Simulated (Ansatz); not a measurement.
The system is TaVN2.

```
Ta V N
1.0
     3.04987    0.00000    0.00000
     0.00000    3.04987    0.00000
     0.00000    0.00000    4.29606
Ta V N
1 1 2
Direct
  0.00000 0.00000 0.00000
  0.50000 0.50000 0.50000
  0.50000 0.50000 0.00000
  0.00000 0.00000 0.50000
```

The cell comes from a database or a generator and needn't be the stable form of this composition.

- Program: Ansatz 0.2.0
- Task: single point
- Functional: PBEsol
- Potentials or basis: Ansatz PAW
- Cutoff: 420 eV (not typed: the program's choice for these potentials)
- k mesh: 9 × 9 × 6
- Occupations: fermi-dirac, width 0.05 eV
- Spin: collinear spin, ferromagnetic start
- Starting moments: [0.0, 2.0, 0.0, 0.0] μB

On this cell: pressure -11.1 GPa; largest force under 0.003 eV/Å; net moment 0.90 μB per cell; site moments Ta -0.03; V +0.74; N +0.02 μB; band gap on the k mesh none (metal or under the smearing width).

The same run follows on a disturbed copy (atoms moved at random, drawn with an rms of 0.05 Å):

```
CELL_PARAMETERS angstrom
3.04987 0.00000 0.00000
0.00000 3.04987 0.00000
0.00000 0.00000 4.29606
ATOMIC_POSITIONS crystal
Ta 0.99986 0.97620 0.00191
V 0.49848 0.49410 0.49255
N 0.49236 0.50189 0.00492
N 0.00716 0.00028 0.49003
```

**Question.** What does the disturbed cell give?

**Answer.** The energy (extrapolated to zero smearing) moves by +16.8 meV/atom; pressure -9.8 GPa; largest force 1.062 eV/Å; net moment 0.90 μB per cell; site moments Ta -0.02; V +0.72; N +0.02 μB; band gap on the k mesh none (metal or under the smearing width).

Forces on the atoms (eV/Å):
```
Ta  -0.251  0.924 -0.459
V    0.122  0.079  0.393
N    0.305 -0.884 -0.490
N   -0.176 -0.120  0.556
```

Stress tensor (GPa, compression positive):
```
 -9.29  -0.35   0.00
 -0.35  -9.56   0.07
  0.00   0.07 -10.67
```

Caveats: the PAW data sets come from PBE, with cores solved anew for the run's functional, which leaves a small shift of forces and pressure.
